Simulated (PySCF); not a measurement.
**CHBrCl (SMILES Cl[CH]Br) at NEVPT2(11,10)/6-311G(d,p) (density fitting with def2-universal-jkfit)**

What is the energy change on altering one bond length of CHBrCl at NEVPT2(11,10)/6-311G** (density fitting with def2-universal-jkfit)? Input form: a Python script.

The results are computed with PySCF 2.14.0.

1 further run of the same task is left out (set aside as unsound or not needed).

**1. Starting point**

The species is CHBrCl (4 atoms), meant as a doublet with charge 0. As SMILES, `Cl[CH]Br`. The shape is that of a PBE0-D4/def2-TZVP optimisation.

Bond lengths: Cl1–C2 1.686 Å, C2–Br3 1.851 Å, C2–H4 1.080 Å. Angles: Cl1–C2–Br3 120.1°, Cl1–C2–H4 117.6°, Br3–C2–H4 117.1°.

**2. The energy at NEVPT2(11,10)/6-311G(d,p) (density fitting with def2-universal-jkfit)**

File input.py:

```python
import numpy
from pyscf import gto, scf, mp, mcscf, mrpt

mol = gto.Mole()
mol.atom = '''
Cl    -2.783000     0.376055    -1.236259
C      0.073699     0.347143     0.176122
Br     1.423342    -2.662435     1.342461
H      1.390649     1.825286    -0.320875
'''
mol.spin = 1
mol.basis = '6-311g**'
mol.charge = 0
mol.verbose = 3
mol.unit = 'bohr'
mol.max_memory = 1860
mol.build()

myscf = mol.ROHF()
myscf = myscf.density_fit(auxbasis='def2-universal-jkfit')
myscf.kernel()

pt = mp.MP2(scf.addons.convert_to_uhf(myscf)).run()
noons, natorbs = mcscf.addons.make_natural_orbitals(pt)
print('natural occupations', numpy.round(noons[:40], 4))
cas = mcscf.CASSCF(myscf, 10, 11)
cas.fix_spin_(ss=0.75)
cas.natorb = True
cas.kernel(natorbs)
e_pt2 = mrpt.NEVPT(cas).kernel()
e_tot = cas.e_tot + e_pt2
print('E = %.10f Eh' % e_tot)
dip = myscf.dip_moment()
pop, q = myscf.mulliken_pop()
```

Launch:

```bash
$ OMP_NUM_THREADS=1 python input.py
```

What it wrote:

```text
converged SCF energy = -3070.27323434932
E(DFUMP2) = -3071.12101500693  E_corr = -0.847780657606449
E(SCS-DFUMP2) = -3071.07446565401  E_corr = -0.80123130468472
natural occupations [2.     2.     1.9999 1.9999 1.9999 1.9999 1.9994 1.9994 1.9993 1.9993
 1.9992 1.9985 1.9978 1.9978 1.9977 1.9947 1.9947 1.9947 1.9947 1.9946
 1.9872 1.9855 1.9741 1.9689 1.9685 1.9673 1.9669 1.9573 1.9504 0.9958
 0.0383 0.0319 0.0182 0.0153 0.015  0.0145 0.0143 0.0141 0.0121 0.0105]
CASSCF energy = -3070.34713375947
CASCI E = -3070.34713375947  E(CI) = -22.8716315523520  S^2 = 0.7500000
Sr    (-1)',   E = -0.04346603086972
Si    (+1)',   E = -0.00525634382913
Sijrs (0)  ,   E = -0.43646284870819
Sijr  (+1) ,   E = -0.04833889861054
Srsi  (-1) ,   E = -0.10642499206244
Srs   (-2) ,   E = -0.07168575069989
Sij   (+2) ,   E = -0.00382992317355
Sir   (0)' ,   E = -0.05706120827044
Nevpt2 Energy = -0.772525996223909
E = -3071.1196597557 Eh
Dipole moment(X, Y, Z, Debye):  0.82180,  0.81238, -0.19081
 ** Mulliken pop  **
pop of  0 Cl 1s           0.77757
pop of  0 Cl 2s           1.18792
pop of  0 Cl 3s           0.90772
pop of  0 Cl 4s           1.07714
pop of  0 Cl 5s           0.98447
pop of  0 Cl 6s           1.02647
pop of  0 Cl 2px          2.45616
pop of  0 Cl 2py          2.47744
pop of  0 Cl 2pz          2.47127
pop of  0 Cl 3px         -0.48931
pop of  0 Cl 3py         -0.50264
pop of  0 Cl 3pz         -0.49867
pop of  0 Cl 4px          0.29335
pop of  0 Cl 4py          0.36859
pop of  0 Cl 4pz          0.34538
pop of  0 Cl 5px          0.83988
pop of  0 Cl 5py          1.14219
pop of  0 Cl 5pz          1.06068
pop of  0 Cl 6px          0.19693
pop of  0 Cl 6py          0.45183
pop of  0 Cl 6pz          0.39868
pop of  0 Cl 3dxy         0.00410
pop of  0 Cl 3dyz         0.00097
pop of  0 Cl 3dz^2        0.00497
pop of  0 Cl 3dxz         0.01549
pop of  0 Cl 3dx2-y2      0.01389
pop of  1 C 1s            1.10368
pop of  1 C 2s            0.89057
pop of  1 C 3s            0.75884
pop of  1 C 4s            0.54220
pop of  1 C 2px           0.17137
pop of  1 C 2py           0.17570
pop of  1 C 2pz           0.19102
pop of  1 C 3px           0.51132
pop of  1 C 3py           0.50403
pop of  1 C 3pz           0.48902
pop of  1 C 4px           0.19336
pop of  1 C 4py           0.28687
pop of  1 C 4pz           0.31762
pop of  1 C 3dxy          0.02369
pop of  1 C 3dyz          0.00872
pop of  1 C 3dz^2         0.00864
pop of  1 C 3dxz          0.01657
pop of  1 C 3dx2-y2       0.01974
pop of  2 Br 1s           0.74799
pop of  2 Br 2s           1.21081
pop of  2 Br 3s           1.20319
pop of  2 Br 4s           0.77487
pop of  2 Br 5s           1.02696
pop of  2 Br 6s           0.99782
pop of  2 Br 7s           1.23591
pop of  2 Br 8s           0.74968
pop of  2 Br 2px          0.15738
pop of  2 Br 2py          0.15706
pop of  2 Br 2pz          0.15738
pop of  2 Br 3px          1.83396
pop of  2 Br 3py          1.83412
pop of  2 Br 3pz          1.83396
pop of  2 Br 4px          1.60885
pop of  2 Br 4py          1.59615
pop of  2 Br 4pz          1.60877
pop of  2 Br 5px          0.36392
pop of  2 Br 5py          0.37776
pop of  2 Br 5pz          0.36433
pop of  2 Br 6px          0.29755
pop of  2 Br 6py          0.24295
pop of  2 Br 6pz          0.29544
pop of  2 Br 7px          1.04188
pop of  2 Br 7py          0.83103
pop of  2 Br 7pz          1.04320
pop of  2 Br 8px          0.51691
pop of  2 Br 8py          0.27288
pop of  2 Br 8pz          0.53763
pop of  2 Br 3dxy         1.55346
pop of  2 Br 3dyz         1.55346
pop of  2 Br 3dz^2        1.55377
pop of  2 Br 3dxz         1.55390
pop of  2 Br 3dx2-y2      1.55323
pop of  2 Br 4dxy         0.42802
pop of  2 Br 4dyz         0.42798
pop of  2 Br 4dz^2        0.42742
pop of  2 Br 4dxz         0.42713
pop of  2 Br 4dx2-y2      0.42805
pop of  2 Br 5dxy         0.03266
pop of  2 Br 5dyz         0.03219
pop of  2 Br 5dz^2        0.02516
pop of  2 Br 5dxz         0.02194
pop of  2 Br 5dx2-y2      0.02949
pop of  3 H 1s            0.26198
pop of  3 H 2s            0.48974
pop of  3 H 3s            0.02465
pop of  3 H 2px           0.01055
pop of  3 H 2py           0.01351
pop of  3 H 2pz           0.00592
 ** Mulliken atomic charges  **
charge of    0Cl =     -0.01245
charge of    1C =     -0.21295
charge of    2Br =      0.03176
charge of    3H =      0.19363
```

Run time: 5 min. Hardware: 1 thread of Arm Neoverse V2, shared host; peak memory 0.3 GiB.

**3. The distorted shape at the same level**

File run.py:

```python
import numpy
from pyscf import gto, scf, mp, mcscf, mrpt

mol = gto.Mole()
mol.atom = '''
Cl    -2.917964     0.677013    -1.352893
C     -0.061265     0.648100     0.059489
Br     1.423342    -2.662435     1.342461
H      1.255685     2.126244    -0.437509
'''
mol.basis = '6-311g**'
mol.unit = 'bohr'
mol.charge = 0
mol.verbose = 3
mol.spin = 1
mol.max_memory = 1860
mol.build()

mf = scf.ROHF(mol)
mf = mf.density_fit(auxbasis='def2-universal-jkfit')
mf.kernel()

pt = mp.MP2(scf.addons.convert_to_uhf(mf)).run()
noons, natorbs = mcscf.addons.make_natural_orbitals(pt)
print('natural occupations', numpy.round(noons[:40], 4))
cas = mcscf.CASSCF(mf, 10, 11)
cas.fix_spin_(ss=0.75)
cas.natorb = True
cas.kernel(natorbs)
e_pt2 = mrpt.NEVPT(cas).kernel()
e_final = cas.e_tot + e_pt2
print(f'total energy: {e_final:.8f} hartree')
mf.analyze()
```

Launch:

```bash
$ OMP_NUM_THREADS=1 python run.py
```

What it wrote:

```text
converged SCF energy = -3070.26446684153
E(DFUMP2) = -3071.11119712029  E_corr = -0.846730278761873
E(SCS-DFUMP2) = -3071.06570555152  E_corr = -0.801238709985743
natural occupations [2.     2.     1.9999 1.9999 1.9999 1.9999 1.9994 1.9994 1.9994 1.9993
 1.9992 1.9985 1.9978 1.9978 1.9976 1.9947 1.9947 1.9947 1.9947 1.9947
 1.9869 1.985  1.9741 1.9687 1.9681 1.968  1.9673 1.9563 1.9447 0.9953
 0.0456 0.0321 0.0176 0.0152 0.0149 0.0143 0.0143 0.014  0.012  0.0105]
CASSCF energy = -3070.34030127918
CASCI E = -3070.34030127918  E(CI) = -22.3564394136133  S^2 = 0.7500000
Sr    (-1)',   E = -0.04211987386394
Si    (+1)',   E = -0.00565807156675
Sijrs (0)  ,   E = -0.43828561296159
Sijr  (+1) ,   E = -0.04712023998908
Srsi  (-1) ,   E = -0.10480416658671
Srs   (-2) ,   E = -0.07183925487026
Sij   (+2) ,   E = -0.00367656503844
Sir   (0)' ,   E = -0.05740786330916
Nevpt2 Energy = -0.770911648185915
total energy: -3071.11121293 hartree
**** MO energy ****
                Roothaan           | alpha              | beta
MO #1   energy= -490.043143490838  | -490.043250196388  | -490.043036785285  occ= 2
MO #2   energy= -104.875567287321  | -104.876000328682  | -104.875134245959  occ= 2
MO #3   energy= -65.1764165323591  | -65.1765090057611  | -65.1763240589574  occ= 2
MO #4   energy= -58.5366412370343  | -58.5367726844395  | -58.5365097896275  occ= 2
MO #5   energy= -58.5347574824214  | -58.5350170019024  | -58.5344979629423  occ= 2
MO #6   energy= -58.5347268144299  | -58.5347728468353  | -58.534680782025   occ= 2
MO #7   energy= -11.3681954299782  | -11.3791598104639  | -11.3572310495249  occ= 2
MO #8   energy= -10.6018403162356  | -10.602294528698   | -10.6013861037742  occ= 2
MO #9   energy= -9.85600632329856  | -9.85624562749865  | -9.85576701909973  occ= 2
MO #10  energy= -8.07023179951025  | -8.07060962010032  | -8.06985397891934  occ= 2
MO #11  energy= -8.0669282854435   | -8.06753980859765  | -8.06631676228882  occ= 2
MO #12  energy= -8.06685071394871  | -8.06820910816367  | -8.06549231973337  occ= 2
MO #13  energy= -7.46989180192616  | -7.47015682671467  | -7.46962677713889  occ= 2
MO #14  energy= -7.46098830495294  | -7.46149840619595  | -7.46047820370882  occ= 2
MO #15  energy= -7.46091563467226  | -7.46105417571333  | -7.46077709363167  occ= 2
MO #16  energy= -3.20969458545824  | -3.20987308559003  | -3.20951608532388  occ= 2
MO #17  energy= -3.20566095435486  | -3.20600823493222  | -3.20531367377688  occ= 2
MO #18  energy= -3.20545583716876  | -3.20556933504474  | -3.20534233929303  occ= 2
MO #19  energy= -3.19473271186439  | -3.19493882256186  | -3.19452660116736  occ= 2
MO #20  energy= -3.19473236094774  | -3.19493947886787  | -3.19452524302883  occ= 2
MO #21  energy= -1.18768241851918  | -1.19885631307464  | -1.17650851726246  occ= 2
MO #22  energy= -1.02812517659804  | -1.03375830019925  | -1.02249205332594  occ= 2
MO #23  energy= -0.851411642823536 | -0.87565771705848  | -0.827165553429525 occ= 2
MO #24  energy= -0.640100118971462 | -0.648836375682238 | -0.631363866384794 occ= 2
MO #25  energy= -0.568687800455923 | -0.575132733302989 | -0.562242877779422 occ= 2
MO #26  energy= -0.527725857499979 | -0.546846031302737 | -0.50860554035165  occ= 2
MO #27  energy= -0.4641635663819   | -0.467689606616302 | -0.460637535467891 occ= 2
MO #28  energy= -0.437285418197174 | -0.443754916821873 | -0.430815922705853 occ= 2
MO #29  energy= -0.42868373501302  | -0.429544341759311 | -0.427823128210314 occ= 2
MO #30  energy= -0.151944531943216 | -0.421984270336704 | 0.118095122092544  occ= 1
MO #31  energy= 0.0840633994474327 | 0.0729449582317039 | 0.0951818414504843 occ= 0
MO #32  energy= 0.169495743213175  | 0.165938309739471  | 0.173053175062451  occ= 0
MO #33  energy= 0.19979707122025   | 0.193752285287901  | 0.205841855187833  occ= 0
MO #34  energy= 0.395201584493108  | 0.393983096216643  | 0.396420073203175  occ= 0
MO #35  energy= 0.398294045901626  | 0.396259234439111  | 0.400328857288925  occ= 0
MO #36  energy= 0.413623179395505  | 0.410656918698222  | 0.416589440889141  occ= 0
MO #37  energy= 0.423513496767024  | 0.418855729777903  | 0.428171263207111  occ= 0
MO #38  energy= 0.434008229650802  | 0.433510824262672  | 0.434505635007327  occ= 0
MO #39  energy= 0.449827689955022  | 0.448285906157725  | 0.451369472859598  occ= 0
MO #40  energy= 0.475563520354962  | 0.466472330217423  | 0.484654701840734  occ= 0
MO #41  energy= 0.529749897706676  | 0.525305914043456  | 0.534193881804474  occ= 0
MO #42  energy= 0.562339417005816  | 0.560041080159262  | 0.564637756040088  occ= 0
MO #43  energy= 0.602972690721395  | 0.563838059332602  | 0.642107293172876  occ= 0
MO #44  energy= 0.746382621879999  | 0.739954013873924  | 0.752811229358997  occ= 0
MO #45  energy= 0.819196978260152  | 0.809723325791255  | 0.828670632133214  occ= 0
MO #46  energy= 0.830097485908925  | 0.826045832661964  | 0.834149140007262  occ= 0
MO #47  energy= 0.832934525208947  | 0.830490554454894  | 0.835378496164955  occ= 0
MO #48  energy= 0.849169312645618  | 0.842380707408901  | 0.855957917752251  occ= 0
MO #49  energy= 0.935728843956139  | 0.928561431468446  | 0.942896257969593  occ= 0
MO #50  energy= 1.01283214846116   | 1.0049934203581    | 1.02067087730567   occ= 0
MO #51  energy= 1.0433979105284    | 1.03494507605452   | 1.05185074576494   occ= 0
MO #52  energy= 1.07623010380689   | 1.07144157787661   | 1.08101862986651   occ= 0
MO #53  energy= 1.1077851084273    | 1.1041585693641    | 1.11141164754032   occ= 0
MO #54  energy= 1.12501033303314   | 1.12124504494266   | 1.12877562119527   occ= 0
MO #55  energy= 1.22869833314852   | 1.22132390183446   | 1.23607276465538   occ= 0
MO #56  energy= 1.31507524762875   | 1.30647020645608   | 1.32368028534919   occ= 0
MO #57  energy= 1.46894448449826   | 1.45247470183537   | 1.48541426778338   occ= 0
MO #58  energy= 1.63744826002013   | 1.61696161514895   | 1.65793490295119   occ= 0
MO #59  energy= 1.74883532418528   | 1.73143441590403   | 1.76623622499307   occ= 0
MO #60  energy= 1.83555148846008   | 1.81933913885944   | 1.85176383592821   occ= 0
MO #61  energy= 1.98236682214902   | 1.96939431632168   | 1.99533932257386   occ= 0
MO #62  energy= 2.10024339890102   | 2.08666796367771   | 2.11381883416751   occ= 0
MO #63  energy= 2.1626583529785    | 2.15794855480611   | 2.16736815114615   occ= 0
MO #64  energy= 2.2000217962489    | 2.19697483578039   | 2.20306875672651   occ= 0
MO #65  energy= 2.29238867737128   | 2.28859248344226   | 2.29618487098156   occ= 0
MO #66  energy= 2.34885524978215   | 2.34598747725639   | 2.35172302172658   occ= 0
MO #67  energy= 2.46742051122175   | 2.46311719968548   | 2.47172382287645   occ= 0
MO #68  energy= 2.49682305602267   | 2.49510947187042   | 2.49853664020767   occ= 0
MO #69  energy= 2.63093783079813   | 2.62793867149692   | 2.63393698990111   occ= 0
MO #70  energy= 2.67835551540272   | 2.67610294030938   | 2.68060809048153   occ= 0
MO #71  energy= 2.85113747946685   | 2.84689027559698   | 2.85538468336351   occ= 0
MO #72  energy= 3.00397088654746   | 2.9646937888321    | 3.04324798395149   occ= 0
MO #73  energy= 3.30405627741445   | 3.29715740945934   | 3.31095514540054   occ= 0
MO #74  energy= 3.71621711820553   | 3.70836756198442   | 3.72406667438698   occ= 0
MO #75  energy= 4.67156762322781   | 4.67112598277108   | 4.67200926368523   occ= 0
MO #76  energy= 4.67218997468848   | 4.67174538079253   | 4.67263456858609   occ= 0
MO #77  energy= 4.71698264031051   | 4.71615099138621   | 4.7178142892382    occ= 0
MO #78  energy= 4.7716646423167    | 4.77134486978284   | 4.77198441484808   occ= 0
MO #79  energy= 4.99774079964448   | 4.99699272568073   | 4.99848887360277   occ= 0
MO #80  energy= 6.96962887039376   | 6.96916338912951   | 6.97009435165391   occ= 0
MO #81  energy= 8.10494522613595   | 8.10430660070158   | 8.10558385157164   occ= 0
MO #82  energy= 8.11510227410795   | 8.11496249285861   | 8.11524205535856   occ= 0
MO #83  energy= 8.19678941318505   | 8.19644576198395   | 8.19713306438673   occ= 0
MO #84  energy= 10.2486463122822   | 10.2477909319105   | 10.249501692655    occ= 0
MO #85  energy= 24.6383141062403   | 24.6309957054062   | 24.6456325070728   occ= 0
MO #86  energy= 26.2515097946502   | 26.2505924642325   | 26.252427125068    occ= 0
MO #87  energy= 26.3224783776036   | 26.3222475796468   | 26.3227091755601   occ= 0
MO #88  energy= 26.7378219469469   | 26.7374045777203   | 26.7382393161732   occ= 0
MO #89  energy= 49.2754283081513   | 49.2752703330059   | 49.27558628329     occ= 0
MO #90  energy= 219.06534442766    | 219.065102737987   | 219.065586117331   occ= 0
MO #91  energy= 293.787136874573   | 293.786889556543   | 293.7873841926     occ= 0
MO #92  energy= 293.796650678531   | 293.79661990362    | 293.79668145344    occ= 0
MO #93  energy= 293.904296019303   | 293.904189384498   | 293.904402654107   occ= 0
MO #94  energy= 1028.16362005571   | 1028.16356397176   | 1028.16367613966   occ= 0
 ** Mulliken atomic charges  **
charge of    0Cl =      0.02203
charge of    1C =     -0.09675
charge of    2Br =     -0.07525
charge of    3H =      0.14997
Dipole moment(X, Y, Z, Debye):  0.51357,  1.22869, -0.42303
```

Run time: 4.1 min. Hardware: 1 thread of Arm Neoverse V2, shared host; peak memory 0.31 GiB.

**4. What came out**

Level: NEVPT2(11,10)/6-311G** (density fitting with def2-universal-jkfit).

```
                                                          quantity           value
                                         first shape: total energy  -3071.11966 Eh
                 first shape: dipole moment (Hartree–Fock density)          1.17 D
                                     distorted shape: total energy  -3071.11121 Eh
             distorted shape: dipole moment (Hartree–Fock density)          1.40 D
energy change with the C2–Br3 bond stretched from 1.851 to 2.036 Å        0.230 eV
```

With the C2–Br3 bond stretched from 1.851 to 2.036 Å the energy rises by 0.23 eV (22.2 kJ/mol). The first shape isn't relaxed at this level, so the change isn't measured from a minimum. Mulliken charges (first shape) of the mean-field density run from -0.21 on C2 to +0.19 on H4; they depend strongly on the basis.
